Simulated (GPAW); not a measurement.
# Ge3Pd (Pm-3m) in GPAW: reference runs

How does Ge3Pd come out in PBEsol? The cell is run as given and disturbed.

Program: GPAW 26.7.0. These are calculated values, not measurements. Logs are shortened: lines on timing, memory, paths and dates and some standing lists are left out, and cuts for length are marked. The log counts tension as positive stress, the text compression.

**1. Starting point**

The structure is cubic, space group Pm-3m (No. 221). Conventional cell: a = 4.142 Å, b = 4.142 Å, c = 4.142 Å, α = 90.00°, β = 90.00°, γ = 90.00°. Around Pd (site symmetry m-3m) lie 12 Ge at 2.93 Å. Ge (site symmetry 4/mmm) has 4 Pd at 2.93 Å and 8 Ge at 2.93 Å as nearest neighbours.

The cell comes from a database or a generator and needn't be the stable form of this composition.

**2. Single point, PBEsol**

File run.py:

```python
from ase import Atoms
from ase.dft.bandgap import bandgap
from ase.io import write
from ase.units import Bohr, GPa
from gpaw import GPAW, PW, setup_paths
from gpaw.elf import elf_from_dft_calculation

setup_paths.insert(0, '.')

atoms = Atoms(['Pd', 'Ge', 'Ge', 'Ge'],
              cell=[[4.142023, 0.0, 0.0],
                    [0.0, 4.142023, 0.0],
                    [0.0, 0.0, 4.142023]],
              scaled_positions=[[0.0, 0.0, 0.0],
                                [0.5, 0.5, 0.0],
                                [0.5, 0.0, 0.5],
                                [0.0, 0.5, 0.5]],
              pbc=True)

calc = GPAW(mode=PW(600),
            xc='PBEsol',
            kpts={'size': (7, 7, 7), 'gamma': True},
            occupations={'name': 'fermi-dirac', 'width': 0.05},
            nbands=27,
            convergence={'density': 1e-05, 'energy': 1e-05},
            maxiter=150,
            txt='gpaw.txt')
atoms.calc = calc
energy = atoms.get_potential_energy()
forces = atoms.get_forces()
stress = atoms.get_stress()
calc.write('gs.gpw')
write('result.traj', atoms)
print(f'Energy: {energy:.6f} eV')
print('Forces (eV/A):')
print(forces.round(4))
print('Stress (GPa):', (stress / GPa).round(3))
print('Fermi level:', round(calc.get_fermi_level(), 4), 'eV')
print(f'Gap: {bandgap(calc)[0]:.4f} eV, direct: {bandgap(calc, direct=True)[0]:.4f} eV')

# fields on the real-space grid
write('density.cube', atoms, data=calc.get_pseudo_density() * Bohr**3)
write('potential.cube', atoms, data=calc.get_electrostatic_potential())
write('elf.cube', atoms, data=elf_from_dft_calculation(calc).data)
```

Potentials or basis: PAW data sets generated in the run's folder for this functional, pw.

The run is started by

```console
> gpaw-setup -f PBEsol Ge Pd
> OMP_NUM_THREADS=1 python run.py
```

gpaw.txt:

```text
__  _  _
 | _ |_)|_||  |
 |__||  | ||/\| - 26.7.0

Input parameters:
  mode=PW(ecut=600.0),
  convergence={'density': 1e-05, 'energy': 1e-05},
  kpts=MonkhorstPack(size=(7, 7, 7), gamma=True),
  maxiter=150,
  nbands=27,
  occupations=Occupations(name='fermi-dirac', width=0.05),
  xc=XC(name='PBEsol')

Diagonalizing LCAO Hamiltonian
Converting LCAO to pw mode
    .---------.
   /|         |
  / |         |
 *  |         |
 |Ge|         |
 |  .---------.
 | /  Ge     /
 |/    Ge   /
 Pd--------*

Atoms  # Å, Bohr magnetons
|   | symbol |        x |        y |        z |    initial magnetic moments |
|---|--------|----------|----------|----------|-----------------------------|
| 0 |     Pd | 0.000000 | 0.000000 | 0.000000 | ( 0.0000,  0.0000,  0.0000) |
| 1 |     Ge | 2.071012 | 2.071012 | 0.000000 | ( 0.0000,  0.0000,  0.0000) |
| 2 |     Ge | 2.071012 | 0.000000 | 2.071012 | ( 0.0000,  0.0000,  0.0000) |
| 3 |     Ge | 0.000000 | 2.071012 | 2.071012 | ( 0.0000,  0.0000,  0.0000) |

Unit cell  # Å
| periodic |        x |        y |        z |  lengths |    angles |
|----------|----------|----------|----------|----------|-----------|
|      yes | 4.142023 | 0.000000 | 0.000000 | 4.142023 | 90.000000 |
|      yes | 0.000000 | 4.142023 | 0.000000 | 4.142023 | 90.000000 |
|      yes | 0.000000 | 0.000000 | 4.142023 | 4.142023 | 90.000000 |

Number of symmetries: 48
Symmetry operations  # r_c * U_cc + t_c -> r_c
|    | kind |            matrix            |
|----|------|------------------------------|
|  0 |  E   |  1, 0, 0,  0, 1, 0,  0, 0, 1 |
|  1 |  σ   |  1, 0, 0,  0, 1, 0,  0, 0,-1 |
|  2 |  σ   |  1, 0, 0,  0, 0, 1,  0, 1, 0 |
|  3 |  C4  |  1, 0, 0,  0, 0, 1,  0,-1, 0 |
|  4 |  C4  |  1, 0, 0,  0, 0,-1,  0, 1, 0 |
|  5 |  σ   |  1, 0, 0,  0, 0,-1,  0,-1, 0 |
|  6 |  σ   |  1, 0, 0,  0,-1, 0,  0, 0, 1 |
|  7 |  C2  |  1, 0, 0,  0,-1, 0,  0, 0,-1 |
|  8 |  σ   |  0, 1, 0,  1, 0, 0,  0, 0, 1 |
|  9 |  C2  |  0, 1, 0,  1, 0, 0,  0, 0,-1 |
| 10 |  C3  |  0, 1, 0,  0, 0, 1,  1, 0, 0 |
| 11 |  S6  |  0, 1, 0,  0, 0, 1, -1, 0, 0 |
| 12 |  S6  |  0, 1, 0,  0, 0,-1,  1, 0, 0 |
| 13 |  C3  |  0, 1, 0,  0, 0,-1, -1, 0, 0 |
| 14 |  C4  |  0, 1, 0, -1, 0, 0,  0, 0, 1 |
| 15 |  S4  |  0, 1, 0, -1, 0, 0,  0, 0,-1 |
| 16 |  C3  |  0, 0, 1,  1, 0, 0,  0, 1, 0 |
| 17 |  S6  |  0, 0, 1,  1, 0, 0,  0,-1, 0 |
| 18 |  σ   |  0, 0, 1,  0, 1, 0,  1, 0, 0 |
| 19 |  C4  |  0, 0, 1,  0, 1, 0, -1, 0, 0 |
| 20 |  C2  |  0, 0, 1,  0,-1, 0,  1, 0, 0 |
| 21 |  S4  |  0, 0, 1,  0,-1, 0, -1, 0, 0 |
| 22 |  S6  |  0, 0, 1, -1, 0, 0,  0, 1, 0 |
| 23 |  C3  |  0, 0, 1, -1, 0, 0,  0,-1, 0 |
| 24 |  S6  |  0, 0,-1,  1, 0, 0,  0, 1, 0 |
| 25 |  C3  |  0, 0,-1,  1, 0, 0,  0,-1, 0 |
| 26 |  C4  |  0, 0,-1,  0, 1, 0,  1, 0, 0 |
| 27 |  σ   |  0, 0,-1,  0, 1, 0, -1, 0, 0 |
| 28 |  S4  |  0, 0,-1,  0,-1, 0,  1, 0, 0 |
| 29 |  C2  |  0, 0,-1,  0,-1, 0, -1, 0, 0 |
| 30 |  C3  |  0, 0,-1, -1, 0, 0,  0, 1, 0 |
| 31 |  S6  |  0, 0,-1, -1, 0, 0,  0,-1, 0 |
| 32 |  C4  |  0,-1, 0,  1, 0, 0,  0, 0, 1 |
| 33 |  S4  |  0,-1, 0,  1, 0, 0,  0, 0,-1 |
| 34 |  S6  |  0,-1, 0,  0, 0, 1,  1, 0, 0 |
| 35 |  C3  |  0,-1, 0,  0, 0, 1, -1, 0, 0 |
| 36 |  C3  |  0,-1, 0,  0, 0,-1,  1, 0, 0 |
| 37 |  S6  |  0,-1, 0,  0, 0,-1, -1, 0, 0 |
| 38 |  σ   |  0,-1, 0, -1, 0, 0,  0, 0, 1 |
| 39 |  C2  |  0,-1, 0, -1, 0, 0,  0, 0,-1 |
| 40 |  σ   | -1, 0, 0,  0, 1, 0,  0, 0, 1 |
| 41 |  C2  | -1, 0, 0,  0, 1, 0,  0, 0,-1 |
| 42 |  C2  | -1, 0, 0,  0, 0, 1,  0, 1, 0 |
| 43 |  S4  | -1, 0, 0,  0, 0, 1,  0,-1, 0 |
| 44 |  S4  | -1, 0, 0,  0, 0,-1,  0, 1, 0 |
| 45 |  C2  | -1, 0, 0,  0, 0,-1,  0,-1, 0 |
| 46 |  C2  | -1, 0, 0,  0,-1, 0,  0, 0, 1 |
| 47 |  i   | -1, 0, 0,  0,-1, 0,  0, 0,-1 |

BZ-sampling:
  Number of BZ points: 343
  Number of IBZ points: 20

  Monkhorst-Pack size: [7, 7, 7]
  Monkhorst-Pack shift: [0, 0, 0]

K-points  # in reciprocal-cell coordinates
|     |                                coordinates |     weight |
|-----|--------------------------------------------|------------|
|   0 | (  0.00000000,   0.00000000,   0.00000000) | 0.00291545 |
|   1 | (  0.14285714,   0.00000000,   0.00000000) | 0.01749271 |
|   2 | (  0.14285714,   0.14285714,   0.00000000) | 0.03498542 |
|   3 | (  0.14285714,   0.14285714,   0.14285714) | 0.02332362 |
|   4 | (  0.28571429,   0.00000000,   0.00000000) | 0.01749271 |
|   5 | (  0.28571429,   0.14285714,   0.00000000) | 0.06997085 |
|   6 | (  0.28571429,   0.14285714,   0.14285714) | 0.06997085 |
|   7 | (  0.28571429,   0.28571429,   0.00000000) | 0.03498542 |
|   8 | (  0.28571429,   0.28571429,   0.14285714) | 0.06997085 |
|   9 | (  0.28571429,   0.28571429,   0.28571429) | 0.02332362 |
| ... |                                            |            |
|  19 | (  0.42857143,   0.42857143,   0.42857143) | 0.02332362 |

Plane wave coefficients: 2392
Cutoff: 600.0 eV

Spin-components: 1 (collinear spins)
Bands:           27
Projectors:      21
Spin-degeneracy: 2
Datatype:        complex128

Parallelization:
  kpt:    1
  domain: 1
  band:   1

Density:
  Valence electrons: 28.0
  Components: 1
  Grid points: [24 24 24]
  Charge: 0.0  # |e|

Potential:
  Grid points: [24 24 24]

species:
  Pd:
    name:    Palladium
    Z:       46.0
    valence: 16
    core:    30
    charge:  0.0  # [|e|]
    compensation charges:
      type: gauss
      rc: 0.38  # [Å]
      lmax: 2
    cutoffs:
      filter: 2.38  # [Å]
      core: 2.28  # [Å]
    projectors
    | kind |    occ | energy [eV] | rcut [Å] |
    |------|--------|-------------|----------|
    |   5s |  0.000 |      -3.290 |    1.228 |
    |   4p |  6.000 |     -51.151 |    1.360 |
    |   5p |  0.000 |      -0.235 |    1.360 |
    |   4d | 10.000 |      -4.049 |    1.228 |
    |    s |        |      23.922 |    1.228 |
    |    d |        |      23.162 |    1.228 |

    Using partial waves for Pd as LCAO basis

  Ge:
    name:    Germanium
    Z:       32.0
    valence: 4
    core:    28
    charge:  0.0  # [|e|]
    compensation charges:
      type: gauss
      rc: 0.32  # [Å]
      lmax: 2
    cutoffs:
      filter: 1.77  # [Å]
      core: 3.42  # [Å]
    projectors
    | kind |    occ | energy [eV] | rcut [Å] |
    |------|--------|-------------|----------|
    |   4s |  2.000 |     -11.738 |    1.005 |
    |   4p |  2.000 |      -3.898 |    1.005 |
    |    s |        |      15.473 |    1.005 |
    |    p |        |      23.314 |    1.005 |
    |    d |        |       0.000 |    1.005 |

    Using partial waves for Ge as LCAO basis

Reference energy: -308327.880000  # eV

eigensolver:
  PPCG
  Converge bands: occupied
  niter=2

density mixing:
  MSR1-Mixer
  Pratt-step length: 0.05
  Maximum mixing coefficient: 0.75
  Old densities: 10
  SVD Regularization: 0.005
  Good broyden scale: 1.0
  Trust region scale: 1.0
  Backstep threshold: 4.0
  History deletion threshold: 6.0
  Fourier metric: weight=20.0, sigma=0.015

occupation numbers:
  Fermi-Dirac:
    width: 0.0500  # eV

poisson solver:
  ecut: 4800.0  # eV

xc functional:
  name: PBEsol with 2 nearest neighbor stencil

convergence criteria:
- Maximum integral of absolute [dens]ity change: 1e-05 electrons / valence electron
- Maximum [total energy] change in last 3 cyles: 1e-05 eV / valence electron
- Maximum integral of absolute [eigenst]ate change: 4e-08 eV^2 / valence electron
maximum number of iterations: 150

SCF iterations
|iter     | |      energy | eigst |  dens |
|---------|-|-------------|-------|-------|
|iter:   1| |  -22.463809 | +0.38 |       |
|iter:   2| |  -20.363393 | -1.40 | -0.80 |
|iter:   3| |  -19.347411 | -1.24 | -1.03 |
|iter:   4| |  -19.259397 | -2.28 | -1.38 |
|iter:   5| |  -19.221007 | -2.28 | -1.58 |
|iter:   6| |  -19.213041 | -3.60 | -2.17 |
|iter:   7| |  -19.211280 | -3.81 | -2.51 |
|iter:   8| |  -19.211276 | -5.70 | -3.24 |
|iter:   9| |  -19.211284c| -6.02 | -3.61 |
|iter:  10| |  -19.211284c| -7.48c| -4.51 |
|iter:  11| |  -19.211284c| -7.69c| -5.08c|

Converged in 11 steps
Energy contributions relative to reference atoms: (reference = -308327.880000)

Energy contributions:
  Kinetic:          14.623684
  Coulomb:         -17.526949
  Zero:             -0.208502
  External:          0.000000
  Xc:              -16.090804
  Entropy:          -0.017426
  Spinorbit:         0.000000
  ----------------------------
  Free energy:     -19.219997
  Extrapolated:    -19.211284

dipole moment: (-25.787649, -25.787649, -25.787649)  # |e|*Ang

Fermi level: 8.279
Eigenvalues  # (at kpt = [0.000, 0.000, 0.000])
| band index |      eig [eV] | occ [0-2] |
|------------|---------------|-----------|
|          0 |       -41.689 |     2.000 |
|        ... |               |           |
|          6 |         4.797 |     2.000 |
|          7 |         4.797 |     2.000 |
|          8 |         4.797 |     2.000 |
|          9 |         5.631 |     2.000 |
|         10 |         5.631 |     2.000 |
|         11 |         5.631 |     2.000 |
[... 8 lines left out ...]
|         20 |        13.900 |     0.000 |
|         21 |        17.196 |     0.000 |
|        ... |               |           |
|         26 |        18.956 |     0.000 |

No gap
No difference between direct/indirect transitions

Forces  # eV/Ang
|        x |        y |        z |
|----------|----------|----------|
|  0.00000 |  0.00000 | -0.00000 |  # Pd   0
|  0.00000 |  0.00000 |  0.00000 |  # Ge   1
|  0.00000 | -0.00000 |  0.00000 |  # Ge   2
| -0.00000 |  0.00000 |  0.00000 |  # Ge   3

Stress tensor  # eV/Ang^3
|        x |        y |        z |
|----------|----------|----------|
| 0.029951 | 0.000000 | 0.000000 |
| 0.000000 | 0.029951 | 0.000000 |
| 0.000000 | 0.000000 | 0.029951 |

# Writing to gs.gpw (mode='')
```

Wall time 25 s (1 thread of Intel Xeon Platinum 8488C (Sapphire Rapids), shared host); peak memory 0.18 GiB.

Results:

```yaml
Free_energy: -19.2200 eV
Pressure: -4.8 GPa
Band_gap_on_the_k_mesh: none (metal or under the smearing width)
```

**3. Single point, PBEsol (atoms moved at random, drawn with an rms of 0.05 Å)**

run.py: that of step 2 with these lines changed.

```diff
@@ -3,5 +3,4 @@
 from ase.io import write
-from ase.units import Bohr, GPa
+from ase.units import GPa
 from gpaw import GPAW, PW, setup_paths
-from gpaw.elf import elf_from_dft_calculation
 
@@ -13,6 +12,6 @@
                     [0.0, 0.0, 4.142023]],
-              scaled_positions=[[0.0, 0.0, 0.0],
-                                [0.5, 0.5, 0.0],
-                                [0.5, 0.0, 0.5],
-                                [0.0, 0.5, 0.5]],
+              scaled_positions=[[0.00622, -0.004141, -0.016869],
+                                [0.500399, 0.496279, 0.000057],
+                                [0.499462, 0.005685, 0.499023],
+                                [0.009616, 0.493489, 0.506108]],
               pbc=True)
@@ -39,6 +38 @@
 print(f'Gap: {bandgap(calc)[0]:.4f} eV, direct: {bandgap(calc, direct=True)[0]:.4f} eV')
-
-# fields on the real-space grid
-write('density.cube', atoms, data=calc.get_pseudo_density() * Bohr**3)
-write('potential.cube', atoms, data=calc.get_electrostatic_potential())
-write('elf.cube', atoms, data=elf_from_dft_calculation(calc).data)
```

Potentials or basis: PAW data sets generated in the run's folder for this functional, pw.

The run is started by

```console
> gpaw-setup -f PBEsol Ge Pd
> OMP_NUM_THREADS=1 python run.py
```

It took 2.9 min on 1 thread of Intel Xeon Platinum 8488C (Sapphire Rapids), shared host; peak memory 0.42 GiB.

Results (log left out):

```yaml
Free_energy: -19.2166 eV
Pressure: -4.6 GPa
Largest_force: 0.136 eV/Å
Band_gap_on_the_k_mesh: none (metal or under the smearing width)
```

Forces in eV/Å, atoms in the order of the input:
```
Pd  -0.024 -0.044 -0.044
Ge   0.064  0.065  0.102
Ge   0.068 -0.092 -0.023
Ge  -0.108  0.072 -0.036
```

Levels at points of the mesh, in eV from the Fermi level:
```
           k point  band 12  band 13  band 14  band 15  band 16  band 17
(0.00, 0.00, 0.00)    -2.64    -1.55    -1.55     0.80     3.00     3.01
```

**4. Equation of state, PBEsol**

File run.py:

```python
from ase import Atoms
from ase.eos import EquationOfState
from ase.io import Trajectory
from ase.units import GPa
from gpaw import GPAW, PW, setup_paths

setup_paths.insert(0, '.')

atoms = Atoms(['Pd', 'Ge', 'Ge', 'Ge'],
              cell=[[4.142023, 0.0, 0.0],
                    [0.0, 4.142023, 0.0],
                    [0.0, 0.0, 4.142023]],
              scaled_positions=[[0.0, 0.0, 0.0],
                                [0.5, 0.5, 0.0],
                                [0.5, 0.0, 0.5],
                                [0.0, 0.5, 0.5]],
              pbc=True)

traj = Trajectory('eos.traj', 'w')
volumes, energies = [], []
for x in [0.94, 0.96, 0.98, 1.0, 1.02, 1.04, 1.06]:
    a = atoms.copy()
    a.set_cell(atoms.cell * x**(1 / 3), scale_atoms=True)
    calc = GPAW(mode=PW(600),
                xc='PBEsol',
                kpts={'size': (7, 7, 7), 'gamma': True},
                occupations={'name': 'fermi-dirac', 'width': 0.05},
                nbands=27,
                convergence={'density': 1e-05, 'energy': 1e-05},
                maxiter=150,
                txt=f'eos-{x:.2f}.txt')
    a.calc = calc
    energies.append(a.get_potential_energy(force_consistent=True))
    volumes.append(a.get_volume())
    p = -a.get_stress()[:3].mean() / GPa
    calc.write(f'eos-{x:.2f}.gpw')
    traj.write(a)
    print(f'{x:.2f} {volumes[-1]:10.4f} A^3 {energies[-1]:14.6f} eV {p:9.3f} GPa', flush=True)

v0, e0, B = EquationOfState(volumes, energies, eos='birchmurnaghan').fit()
print(f'V0 = {v0:.4f} A^3, E0 = {e0:.6f} eV, B0 = {B / GPa:.2f} GPa')
```

Potentials or basis: PAW data sets generated in the run's folder for this functional, pw.

The run is started by

```console
> gpaw-setup -f PBEsol Ge Pd
> OMP_NUM_THREADS=1 python run.py
```

What it wrote:

```text
__  _  _
 | _ |_)|_||  |
 |__||  | ||/\| - 26.7.0

Input parameters:
  mode=PW(ecut=600.0),
  convergence={'density': 1e-05, 'energy': 1e-05},
  kpts=MonkhorstPack(size=(7, 7, 7), gamma=True),
  maxiter=150,
  nbands=27,
  occupations=Occupations(name='fermi-dirac', width=0.05),
  xc=XC(name='PBEsol')

Diagonalizing LCAO Hamiltonian
Converting LCAO to pw mode
   .---------.
  /|         |
 * |         |
 | |         |
 |Ge         |
 | .--Ge-----.
 |/    Ge   /
 Pd--------*

Atoms  # Å, Bohr magnetons
|   | symbol |        x |        y |        z |    initial magnetic moments |
|---|--------|----------|----------|----------|-----------------------------|
| 0 |     Pd | 0.000000 | 0.000000 | 0.000000 | ( 0.0000,  0.0000,  0.0000) |
| 1 |     Ge | 2.028734 | 2.028734 | 0.000000 | ( 0.0000,  0.0000,  0.0000) |
| 2 |     Ge | 2.028734 | 0.000000 | 2.028734 | ( 0.0000,  0.0000,  0.0000) |
| 3 |     Ge | 0.000000 | 2.028734 | 2.028734 | ( 0.0000,  0.0000,  0.0000) |

Unit cell  # Å
| periodic |        x |        y |        z |  lengths |    angles |
|----------|----------|----------|----------|----------|-----------|
|      yes | 4.057468 | 0.000000 | 0.000000 | 4.057468 | 90.000000 |
|      yes | 0.000000 | 4.057468 | 0.000000 | 4.057468 | 90.000000 |
|      yes | 0.000000 | 0.000000 | 4.057468 | 4.057468 | 90.000000 |

Number of symmetries: 48
Symmetry operations  # r_c * U_cc + t_c -> r_c
|    | kind |            matrix            |
|----|------|------------------------------|
|  0 |  E   |  1, 0, 0,  0, 1, 0,  0, 0, 1 |
|  1 |  σ   |  1, 0, 0,  0, 1, 0,  0, 0,-1 |
[... 168 lines left out ...]

xc functional:
  name: PBEsol with 2 nearest neighbor stencil

convergence criteria:
- Maximum integral of absolute [dens]ity change: 1e-05 electrons / valence electron
- Maximum [total energy] change in last 3 cyles: 1e-05 eV / valence electron
- Maximum integral of absolute [eigenst]ate change: 4e-08 eV^2 / valence electron
maximum number of iterations: 150

SCF iterations
|iter     | |      energy | eigst |  dens |
|---------|-|-------------|-------|-------|
|iter:   1| |  -22.574182 | +0.42 |       |
|iter:   2| |  -20.556646 | -1.45 | -0.81 |
|iter:   3| |  -19.396125 | -1.17 | -1.02 |
|iter:   4| |  -19.313359 | -2.32 | -1.40 |
|iter:   5| |  -19.274015 | -2.36 | -1.61 |
|iter:   6| |  -19.268588 | -3.72 | -2.26 |
|iter:   7| |  -19.267757 | -4.05 | -2.65 |
|iter:   8| |  -19.267748 | -5.83 | -3.42 |
|iter:   9| |  -19.267745c| -6.28 | -3.86 |
|iter:  10| |  -19.267746c| -7.72c| -4.65 |
|iter:  11| |  -19.267747c| -7.93c| -5.22c|

Converged in 11 steps
Energy contributions relative to reference atoms: (reference = -308327.880000)

Energy contributions:
  Kinetic:          27.615564
  Coulomb:         -27.921122
  Zero:             -0.203808
  External:          0.000000
  Xc:              -18.751256
  Entropy:          -0.014247
  Spinorbit:         0.000000
  ----------------------------
  Free energy:     -19.274870
  Extrapolated:    -19.267747

dipole moment: (-25.272222, -25.272222, -25.272222)  # |e|*Ang

Fermi level: 9.143
Eigenvalues  # (at kpt = [0.000, 0.000, 0.000])
| band index |      eig [eV] | occ [0-2] |
|------------|---------------|-----------|
|          0 |       -41.053 |     2.000 |
|        ... |               |           |
|          6 |         5.356 |     2.000 |
|          7 |         5.356 |     2.000 |
|          8 |         5.356 |     2.000 |
|          9 |         6.223 |     2.000 |
|         10 |         6.223 |     2.000 |
|         11 |         6.223 |     2.000 |
[... 8 lines left out ...]
|         20 |        15.009 |     0.000 |
|         21 |        18.229 |     0.000 |
|        ... |               |           |
|         26 |        20.470 |     0.000 |

No gap
No difference between direct/indirect transitions

Stress tensor  # eV/Ang^3
|         x |         y |         z |
|-----------|-----------|-----------|
| -0.006094 | -0.000000 |  0.000000 |
| -0.000000 | -0.006094 |  0.000000 |
|  0.000000 |  0.000000 | -0.006094 |

# Writing to eos-0.94.gpw (mode='')
```

eos-0.98.txt:

```text
SCF iterations
|iter     | |      energy | eigst |  dens |
|---------|-|-------------|-------|-------|
|iter:   1| |  -22.516196 | +0.40 |       |
|iter:   2| |  -20.443040 | -1.41 | -0.80 |
|iter:   3| |  -19.380826 | -1.21 | -1.03 |
|iter:   4| |  -19.294049 | -2.29 | -1.38 |
|iter:   5| |  -19.255353 | -2.31 | -1.59 |
|iter:   6| |  -19.248218 | -3.63 | -2.20 |
[... 44 lines left out ...]
|         21 |        17.527 |     0.000 |
|        ... |               |           |
|         26 |        19.439 |     0.000 |

No gap
No difference between direct/indirect transitions

Stress tensor  # eV/Ang^3
|        x |        y |        z |
|----------|----------|----------|
| 0.019472 | 0.000000 | 0.000000 |
| 0.000000 | 0.019472 | 0.000000 |
| 0.000000 | 0.000000 | 0.019472 |

# Writing to eos-0.98.gpw (mode='')
```

Run time: 2.6 min. Hardware: 1 thread of Intel Xeon Platinum 8488C (Sapphire Rapids), shared host; peak memory 0.32 GiB.

What came out:

```
Equilibrium volume                      : 16.86 Å³/atom
Bulk modulus                            : 104 GPa
Pressure derivative of the bulk modulus : 5.1
```

Energy against volume, from the lowest point:
```csv
volume (Å³/atom),energy (meV/atom)
16.700,0.00
17.055,0.22
17.410,4.98
17.766,13.72
18.121,25.95
18.476,41.26
18.831,59.28
```

**5. The runs side by side**

```csv
task,cell,gap on the mesh (eV),pressure (GPa)
single point,as given,none,-4.8
single point,"atoms moved at random, drawn with an rms of 0.05 Å",none,-4.6
equation of state,as given,-,-
```

Alike in all rows: level PBEsol; potentials or basis PAW data sets generated in the run's folder for this functional, pw; no spin polarisation; k mesh 7 × 7 × 7; cutoff (eV) 600; smearing fermi-dirac 0.05 eV.

Absolute energies hang on the potentials; compare differences alone.
